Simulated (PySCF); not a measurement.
# C7H8OS (4-(methylthio)phenol): the cost of one run

Programs: PySCF 2.14.0, with routines of our own; each step states its level. All values are computed. Atoms count from 0.

### 1 The system as given

17 atoms, charge 0, multiplicity 1; geometry from: GFN2-xTB.

### 2 Relaxing the molecule at PBE0-D3(BJ)/def2-SVP

The job: settings as JSON, then the geometry in Å.

```
{"job": {"xc": "PBE0", "basis": "def2-SVP", "d3": "d3bj", "grid": 2, "kind": "geom"}, "charge": 0, "multiplicity": 1}
C      3.147651    -0.249783    -0.160006
S      2.035885    -1.350421     0.760810
C      0.443862    -0.600824     0.575677
C      0.199908     0.535266    -0.178717
C     -1.084076     1.047642    -0.260567
C     -2.135694     0.432246     0.403153
O     -3.411067     0.905942     0.344046
C     -1.888597    -0.711562     1.159675
C     -0.611778    -1.218841     1.243717
H      4.141136    -0.669178    -0.035149
H      3.113792     0.750261     0.262567
H      2.880638    -0.244534    -1.212890
H      0.992210     1.037658    -0.709823
H     -1.264956     1.938170    -0.848791
H     -3.441135     1.696063    -0.208552
H     -2.710243    -1.183703     1.673655
H     -0.414534    -2.102374     1.830748
```

Command:

```console
$ OMP_NUM_THREADS=1 python excited_run.py task.json out
```

The driver reads the jobs from task.json and runs them one after another.

**Question.** How long does this first job take on 1 thread of Arm Neoverse V2, shared host, and how much memory does it need?

About 62 s, with a peak of 0.79 GiB.
